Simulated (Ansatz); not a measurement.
# CsZn4Mo: one candidate of a structure search

The task: take a trial cell of CsZn4Mo to zero force and stress.

Computed with Ansatz 0.2.0 (DFT PBE, scalar-relativistic, plane waves, PAW, unless a step's input says otherwise).

**1. The structure to begin with**

The structure is hexagonal, space group P-6m2 (No. 187). Conventional cell: a = 4.459 Å, b = 4.459 Å, c = 7.939 Å, α = 90.00°, β = 90.00°, γ = 120.00°. Around Cs (site symmetry -6m2) lie 3 Mo at 2.57 Å and 2 Zn at 2.90 Å. Zn (site symmetry 3m) has 1 Zn at 2.15 Å in its first shell of neighbours. Zn (site symmetry 3m) is surrounded by 1 Mo at 2.07 Å. Mo (site symmetry -6m2) is surrounded by 2 Zn at 2.07 Å and 3 Cs at 2.57 Å.

As a file:

```cif
data_structure
_symmetry_space_group_name_H-M 'P-6m2'
_symmetry_Int_Tables_number 187
_cell_length_a 4.4588
_cell_length_b 4.4588
_cell_length_c 7.9392
_cell_angle_alpha 90.000
_cell_angle_beta 90.000
_cell_angle_gamma 120.000
_cell_volume 136.69
loop_
_atom_site_label
_atom_site_type_symbol
_atom_site_symmetry_multiplicity
_atom_site_Wyckoff_symbol
_atom_site_fract_x
_atom_site_fract_y
_atom_site_fract_z
_atom_site_occupancy
Cs1 Cs 1 b 0.00000 0.00000 0.50000 1
Zn1 Zn 2 g 0.00000 0.00000 0.13511 1
Zn2 Zn 2 i 0.66667 0.33333 0.76069 1
Mo1 Mo 1 f 0.66667 0.33333 0.50000 1
```

The cell is invented: random cell by space group and Wyckoff sites (P-6m2, No. 187). Lengths come from tabulated atomic sizes and are only a guess.

**2. The guess as it stands, on a coarse mesh**

input.yaml reads:

```yaml
crystal:
  lattice:
    - [4.45882732, 0.0, 0.0]
    - [-2.22941366, 3.86145773, 0.0]
    - [0.0, 0.0, 7.93915941]
  atoms:
    - { symbol: Cs, position: [0.33333333, 0.66666667, 0.5] }
    - { symbol: Zn, position: [0.33333333, 0.66666667, 0.13510725] }
    - { symbol: Zn, position: [0.33333333, 0.66666667, 0.86489275] }
    - { symbol: Zn, position: [0.0, 0.0, 0.76068926] }
    - { symbol: Zn, position: [0.0, 0.0, 0.23931074] }
    - { symbol: Mo, position: [0.0, 0.0, 0.5] }
basis:
  ecutwfc: 420
kpoints:
  mp_grid: { grid: [6, 6, 2] }
hamiltonian:
  xc: pbe
scf:
  occupations: { method: gaussian, width: 0.1 }
  lower_state_search: "off"
output:
  forces: true
  stress: true
  eigenvalues: true
```

Run with:

```sh
> ansatz run input.yaml --threads 1 --pin off --max-ram 2560MiB --backend cpu --events-out ev --progress --plain --runs-dir out
```

The session goes on with these runs: coarse relaxation; spin check on a coarse mesh; full relaxation.

Q: Predict the outcome of this session. Wanted: conventional cell; volume; energy over the elements; gap on the mesh; total moment.

**Answer**, as computed:

```
                              quantity                                                                       value
symmetry at the end (tolerance 0.05 Å)                                                 space group P-6m2 (No. 187)
                     conventional cell  a = 4.681 Å, b = 4.681 Å, c = 8.835 Å, α = 90.00°, β = 90.00°, γ = 120.00°
                                volume                                                               27.94 Å³/atom
              energy over the elements                                                               +1.27 eV/atom
                       gap on the mesh                                                                none (metal)
                          total moment                                                                2.38 μB/cell
```

**Reading.** The space group P-6m2 (No. 187) is kept, and the volume per atom grows by 22.6 % from the first guess. The formation energy is positive, so the separate elements lie lower. No finished test with a distortion of lower symmetry is shown, so the end may be a saddle point. Other magnetic orders were not searched.
